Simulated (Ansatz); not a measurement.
Born–Oppenheimer molecular dynamics of a periodic cell of 22 atoms, RbMnH4Cl3O2 (host RbMnH4Cl3O2, host structure P-1). It starts from an unrelaxed structure (largest force component 0.37 eV/Å).

Computed with DFT LDA, scalar-relativistic, plane waves, PAW (Ansatz). Settings: cutoff 420 eV, k mesh 2x1x1, fermi-dirac smearing 0.05 eV, spin collinear.

| Property | Result |
| --- | --- |
| ensemble | NVE (velocity Verlet) |
| time step | 0.75 fs |
| steps asked | 80 |
| starting velocities drawn for | 1800 K |
| seed | 207639 |

Frames 3.75 fs apart, positions in Å.

Velocities at 7.5 fs (Å/ps):

```
Rb 2.86 -0.31 5.06
Rb -1.79 3.48 -5.03
Mn 3.10 -0.77 -2.68
Mn 3.97 1.20 10.34
H 9.06 -9.82 52.46
H -16.69 -29.42 6.44
H -0.39 -33.80 11.41
H 1.22 28.46 -29.20
H 29.52 16.19 -12.97
H -34.43 -12.03 -24.98
H -2.37 12.53 -12.00
H 15.95 -11.43 -12.17
Cl -0.19 -7.71 -12.01
Cl 4.42 -4.26 5.08
Cl -10.77 5.34 -4.47
Cl -2.50 9.24 -4.26
Cl -4.67 9.79 7.46
Cl -5.93 -10.76 2.21
O 1.22 -11.92 0.73
O -13.09 0.14 5.95
O 18.39 1.77 -19.26
O 6.83 -9.60 0.76
```

```xyz
22
Lattice="6.6352 0.0000 0.0000 -2.7525 6.7784 0.0000 -2.7180 -1.3175 8.4642" Properties=species:S:1:pos:R:3 time_fs=7.5 energy_less_start_eV=0.994 T=1441
Rb -1.319 6.150 1.571
Rb 2.492 -0.666 6.893
Mn 4.833 1.826 2.789
Mn -3.615 3.639 5.734
H 0.655 4.126 4.293
H 0.493 1.142 4.400
H 1.563 4.776 3.308
H -0.856 0.532 5.024
H 2.608 2.830 1.662
H -1.247 2.428 6.496
H 3.628 3.215 0.416
H -2.076 2.073 7.915
Cl -1.631 4.060 4.055
Cl 2.828 1.310 4.356
Cl 1.882 6.377 1.635
Cl -0.817 -0.805 6.763
Cl 0.041 2.721 1.383
Cl 1.041 2.732 7.156
O 1.598 4.389 4.220
O -0.498 0.984 4.306
O 3.466 2.731 1.260
O -2.140 2.695 7.058
22
Lattice="6.6352 0.0000 0.0000 -2.7525 6.7784 0.0000 -2.7180 -1.3175 8.4642" Properties=species:S:1:pos:R:3 time_fs=11.2 energy_less_start_eV=1.097 T=1402
Rb -1.309 6.149 1.590
Rb 2.486 -0.653 6.875
Mn 4.845 1.823 2.779
Mn -3.600 3.643 5.772
H 0.674 4.073 4.497
H 0.414 1.032 4.432
H 1.601 4.684 3.311
H -0.934 0.489 5.131
H 2.646 2.915 1.605
H -1.455 2.421 6.475
H 3.607 3.283 0.350
H -2.052 2.092 7.818
Cl -1.632 4.030 4.011
Cl 2.845 1.295 4.374
Cl 1.842 6.398 1.619
Cl -0.826 -0.772 6.747
Cl 0.024 2.757 1.411
Cl 1.020 2.693 7.163
O 1.602 4.343 4.226
O -0.541 0.994 4.313
O 3.540 2.733 1.194
O -2.109 2.655 7.059
22
Lattice="6.6352 0.0000 0.0000 -2.7525 6.7784 0.0000 -2.7180 -1.3175 8.4642" Properties=species:S:1:pos:R:3 time_fs=15.0 energy_less_start_eV=1.604 T=1216
Rb -1.298 6.148 1.609
Rb 2.479 -0.640 6.856
Mn 4.856 1.820 2.767
Mn -3.586 3.647 5.811
H 0.734 4.035 4.607
H 0.406 0.950 4.471
H 1.640 4.629 3.290
H -0.959 0.431 5.192
H 2.721 2.984 1.489
H -1.426 2.345 6.299
H 3.606 3.331 0.308
H -2.067 2.035 7.878
Cl -1.635 4.002 3.970
Cl 2.862 1.281 4.393
Cl 1.803 6.419 1.604
Cl -0.836 -0.741 6.730
Cl 0.007 2.792 1.439
Cl 1.001 2.656 7.166
O 1.604 4.292 4.243
O -0.591 1.005 4.321
O 3.609 2.732 1.138
O -2.093 2.628 7.056
22
Lattice="6.6352 0.0000 0.0000 -2.7525 6.7784 0.0000 -2.7180 -1.3175 8.4642" Properties=species:S:1:pos:R:3 time_fs=18.8 energy_less_start_eV=1.813 T=1139
Rb -1.288 6.147 1.628
Rb 2.472 -0.627 6.838
Mn 4.867 1.817 2.754
Mn -3.573 3.651 5.848
H 0.734 3.998 4.591
H 0.333 0.926 4.462
H 1.619 4.559 3.364
H -0.900 0.464 5.034
H 2.792 2.999 1.396
H -1.453 2.283 6.314
H 3.698 3.319 0.295
H -2.094 2.007 7.902
Cl -1.639 3.973 3.932
Cl 2.879 1.268 4.411
Cl 1.764 6.440 1.590
Cl -0.846 -0.714 6.713
Cl -0.007 2.826 1.465
Cl 0.984 2.624 7.164
O 1.615 4.242 4.266
O -0.640 1.006 4.344
O 3.671 2.732 1.092
O -2.077 2.602 7.040
22
Lattice="6.6352 0.0000 0.0000 -2.7525 6.7784 0.0000 -2.7180 -1.3175 8.4642" Properties=species:S:1:pos:R:3 time_fs=22.5 energy_less_start_eV=1.799 T=1142
Rb -1.278 6.146 1.647
Rb 2.465 -0.614 6.820
Mn 4.878 1.814 2.740
Mn -3.560 3.654 5.884
H 0.668 3.949 4.494
H 0.296 0.980 4.395
H 1.570 4.533 3.358
H -0.998 0.293 5.078
H 2.799 2.969 1.363
H -1.459 2.184 6.427
H 3.896 3.304 0.234
H -2.129 2.070 7.800
Cl -1.646 3.946 3.897
Cl 2.897 1.256 4.429
Cl 1.728 6.462 1.576
Cl -0.856 -0.690 6.696
Cl -0.019 2.859 1.489
Cl 0.971 2.596 7.155
O 1.634 4.189 4.302
O -0.680 1.017 4.357
O 3.728 2.728 1.059
O -2.067 2.578 7.023
22
Lattice="6.6352 0.0000 0.0000 -2.7525 6.7784 0.0000 -2.7180 -1.3175 8.4642" Properties=species:S:1:pos:R:3 time_fs=26.2 energy_less_start_eV=2.232 T=986
Rb -1.268 6.145 1.665
Rb 2.458 -0.601 6.803
Mn 4.887 1.810 2.726
Mn -3.549 3.656 5.919
H 0.689 3.897 4.371
H 0.290 1.066 4.331
H 1.585 4.505 3.417
H -1.050 0.218 5.028
H 2.877 2.905 1.284
H -1.317 2.016 6.429
H 4.098 3.249 0.232
H -2.194 2.037 7.898
Cl -1.654 3.921 3.868
Cl 2.914 1.245 4.446
Cl 1.692 6.483 1.564
Cl -0.867 -0.670 6.678
Cl -0.027 2.891 1.512
Cl 0.960 2.572 7.140
O 1.643 4.136 4.339
O -0.721 1.022 4.374
O 3.777 2.720 1.041
O -2.068 2.569 6.998
22
Lattice="6.6352 0.0000 0.0000 -2.7525 6.7784 0.0000 -2.7180 -1.3175 8.4642" Properties=species:S:1:pos:R:3 time_fs=30.0 energy_less_start_eV=2.277 T=968
Rb -1.259 6.144 1.684
Rb 2.450 -0.588 6.786
Mn 4.894 1.806 2.710
Mn -3.538 3.657 5.952
H 0.696 3.790 4.329
H 0.191 1.132 4.321
H 1.728 4.507 3.498
H -0.984 0.280 4.863
H 2.860 2.892 1.163
H -1.384 2.035 6.594
H 4.225 3.179 0.288
H -2.251 2.110 7.878
Cl -1.665 3.898 3.843
Cl 2.931 1.236 4.463
Cl 1.659 6.504 1.552
Cl -0.877 -0.654 6.662
Cl -0.032 2.922 1.531
Cl 0.953 2.554 7.119
O 1.646 4.087 4.372
O -0.758 1.021 4.394
O 3.833 2.703 1.036
O -2.063 2.547 6.969
22
Lattice="6.6352 0.0000 0.0000 -2.7525 6.7784 0.0000 -2.7180 -1.3175 8.4642" Properties=species:S:1:pos:R:3 time_fs=33.8 energy_less_start_eV=2.375 T=931
Rb -1.250 6.143 1.703
Rb 2.443 -0.576 6.769
Mn 4.900 1.801 2.694
Mn -3.528 3.656 5.983
H 0.727 3.671 4.338
H 0.197 1.183 4.366
H 1.929 4.537 3.562
H -0.964 0.084 4.880
H 2.925 2.894 0.978
H -1.276 1.967 6.644
H 4.306 3.170 0.278
H -2.311 2.253 7.822
Cl -1.677 3.879 3.823
Cl 2.947 1.227 4.477
Cl 1.629 6.525 1.541
Cl -0.888 -0.644 6.646
Cl -0.032 2.952 1.547
Cl 0.950 2.539 7.093
O 1.645 4.038 4.405
O -0.792 1.039 4.397
O 3.881 2.677 1.051
O -2.073 2.531 6.952
22
Lattice="6.6352 0.0000 0.0000 -2.7525 6.7784 0.0000 -2.7180 -1.3175 8.4642" Properties=species:S:1:pos:R:3 time_fs=37.5 energy_less_start_eV=2.765 T=788
Rb -1.242 6.142 1.722
Rb 2.435 -0.564 6.753
Mn 4.904 1.795 2.678
Mn -3.519 3.655 6.012
H 0.782 3.584 4.305
H 0.168 1.205 4.448
H 2.040 4.481 3.725
H -0.906 0.105 4.843
H 3.013 2.880 0.793
H -1.222 1.972 6.673
H 4.342 3.140 0.308
H -2.380 2.329 7.944
Cl -1.692 3.864 3.808
Cl 2.962 1.219 4.491
Cl 1.601 6.545 1.530
Cl -0.898 -0.639 6.631
Cl -0.026 2.981 1.560
Cl 0.950 2.528 7.064
O 1.650 3.996 4.437
O -0.821 1.049 4.400
O 3.925 2.651 1.070
O -2.084 2.519 6.926
22
Lattice="6.6352 0.0000 0.0000 -2.7525 6.7784 0.0000 -2.7180 -1.3175 8.4642" Properties=species:S:1:pos:R:3 time_fs=41.2 energy_less_start_eV=2.964 T=715
Rb -1.234 6.142 1.742
Rb 2.427 -0.552 6.737
Mn 4.906 1.788 2.662
Mn -3.512 3.651 6.038
H 0.808 3.523 4.200
H 0.099 1.239 4.540
H 2.107 4.449 3.742
H -0.881 0.227 4.803
H 3.051 2.812 0.691
H -1.299 2.099 6.745
H 4.436 3.093 0.363
H -2.318 2.393 7.867
Cl -1.709 3.852 3.799
Cl 2.976 1.212 4.502
Cl 1.577 6.563 1.520
Cl -0.907 -0.640 6.616
Cl -0.016 3.009 1.568
Cl 0.952 2.519 7.032
O 1.662 3.954 4.484
O -0.837 1.053 4.402
O 3.960 2.629 1.085
O -2.099 2.505 6.915
```

Of the whole run (60 fs, mean temperature of the second half 756 K): The conserved energy stayed within 1.3 meV per atom of its start (net change 0.4 meV per atom), so the integration is sound. The temperature averaged 0.42 of the 1800 K drawn at the start: a run that starts near a minimum puts about half its kinetic energy into the potential. A run of 0.06 ps of so small a system gives no equilibrium averages. No Hubbard correction was used and the magnetic state wasn't searched. Limits of this set-up: coarse k mesh.

Time of the run: 7.7 min on 1 CPU thread of a shared host.
